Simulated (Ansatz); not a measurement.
The system is BaY.

```
Ba Y
1.0
     4.42037    0.00000    0.00000
     0.00000    4.42037    0.00000
     0.00000    0.00000    4.42037
Ba Y
1 1
Cartesian
  0.0000 0.0000 0.0000
  2.2102 2.2102 2.2102
```

The cell was built by a generator and needn't be a form met in nature.

Base run:

```yaml
Program: Ansatz 0.2.0
Functional: RPBE
Potentials_or_basis: Ansatz PAW
Cutoff: "420 eV (not typed: the program's choice for these potentials)"
k_mesh: 6 × 6 × 6
Occupations: fermi-dirac, width 0.05 eV
Spin: no spin polarisation
```

Its results: band gap on the k mesh none (metal or under the smearing width); pressure 0.9 GPa.

Q: After a change of settings the same cell gave: band gap on the k mesh none (metal or under the smearing width); pressure -1.4 GPa. Which change was it?
A. functional from RPBE to PBEsol
B. functional from RPBE to revPBE
C. functional from RPBE to LDA
D. functional from RPBE to r2SCAN; cutoff from 420 eV (not typed: the program's choice for these potentials) to 500 eV (not typed: the program's choice for these potentials)

A: A.

PBEsol binds more tightly than RPBE, so the same cell stands under less pressure.

Caveats: spin-orbit coupling is left out, which moves the levels of the heavy elements; the PAW data sets come from PBE, with cores solved anew for the run's functional, which leaves a small shift of forces and pressure.

Runs at the PBE level aren't shown here.
